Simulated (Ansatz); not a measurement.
**AlGe (quartet): wave-function methods side by side, cc-pVDZ**

Aim: climb from Hartree-Fock through coupled cluster and multireference methods for AlGe (quartet) at one geometry and basis, and see what each rung misses.

Computed with Ansatz 0.2.0, Gaussian basis. Level: cc-pVDZ, core rule «outside noble gas», up to 19 orbitals frozen.

Plan: UHF; CCSD(T) on ROHF; CCSD(T) on UHF; BCCD(T) on ROHF; CISD as a restricted active space (open shells left free, so some higher excitations enter); CCSDT(Q) on ROHF; CCSDT(Q) on UHF; CASSCF and MRCISD+Q, 7 electrons in 8 orbitals; CASSCF and NEVPT2, 7 electrons in 8 orbitals; Full CI.

10 further runs of the same task are left out: 3 that didn't finish, 7 set aside as unsound or not needed. Runs told in other sessions of the task aren't counted.

### Step 1. What is computed

The geometry is a PBE0/def2-TZVP stationary point (not a proven minimum) of the parent state, kept for this charge and spin. No spin-orbit coupling is included. The filled d shell of Ge may be among the frozen orbitals whatever the setting's name suggests.

2 atoms, charge 0, spin multiplicity 4.

Atoms are counted from 1 here; the program's logs count them from 0.

Bond lengths: Ge1–Al2 2.446 Å.

### Step 2. UHF

in.yaml reads:

```yaml
crystal:
  periodic: [false, false, false]
  atoms:
    - {symbol: Ge, position_ang: [0.000000, 0.000000, 0.000000]}
    - {symbol: Al, position_ang: [0.000000, 0.000000, 2.446378]}
basis:
  gaussian: {orbitals: cc-pVDZ}
magnetization: {spin_polarized: true, initial_magnetization: 3}
hamiltonian: {xc: hf}
output: {orbitals: {seedname: orbitals}}
```

Command:

```
$ ansatz run in.yaml --threads 1 --pin off --events-out ev --progress --plain --max-ram 2393MiB
```

The runs that follow: CCSD(T) on ROHF; CCSD(T) on UHF; BCCD(T) on ROHF; CISD as a restricted active space (open shells left free, so some higher excitations enter); CCSDT(Q) on ROHF; CCSDT(Q) on UHF; CASSCF and MRCISD+Q, 7 electrons in 8 orbitals; CASSCF and NEVPT2, 7 electrons in 8 orbitals; Full CI.

**Question.** What will the summary of the whole plan be? Wanted: FCI from the RHF energy; RMP2 from FCI; UMP2 from FCI; RCCSD from FCI; RCCSD(T) from FCI; UCCSD(T) from FCI; RCCSDT(Q) from FCI; UCCSDT(Q) from FCI; NEVPT2 valence from FCI.

As calculated:

```
                         quantity                                                             value
          FCI from the ROHF energy                                                        -3.5556 eV
                    RMP2 from FCI                                                      +89.2 kJ/mol
                    UMP2 from FCI                                                      +90.1 kJ/mol
                   RCCSD from FCI                                                      +18.6 kJ/mol
                RCCSD(T) from FCI                                                       +4.9 kJ/mol
                UCCSD(T) from FCI                                                       +4.0 kJ/mol
               RCCSDT(Q) from FCI                                                       +0.1 kJ/mol
               UCCSDT(Q) from FCI                                                       -0.8 kJ/mol
          NEVPT2 valence from FCI                                                      +50.6 kJ/mol
        MRCISD+Q valence from FCI                                                       -2.1 kJ/mol
levels within 1 kcal/mol (43 meV)  UCCSD(T), RCCSDT, UCCSDT, RCCSDT(Q), UCCSDT(Q), MRCISD+Q valence
                    T1 diagnostic                                                             0.038
   effectively unpaired electrons                                                              3.10
```

RCCSD(T) lands +4.9 kJ/mol from the yardstick (1.4 % of the correlation energy). UCCSDT(Q), MRCISD+Q valence fall below full CI: unrestricted runs freeze a spin-polarised core, another one than full CI's, and coupled cluster isn't variational. One determinant dominates. Of the multireference levels listed MRCISD+Q valence comes nearest in total energy (-2.1 kJ/mol), which doesn't show that its space is the better one. These misses are within one basis, not against nature; the frozen cores of restricted and unrestricted runs differ, which can shift their rows.

Levels on UHF freeze UHF's core orbitals, full CI those of ROHF, so the U rows can settle a little off it for that reason alone.

With open shells the CI space here admits some higher excitations, so it is larger than plain CISD.
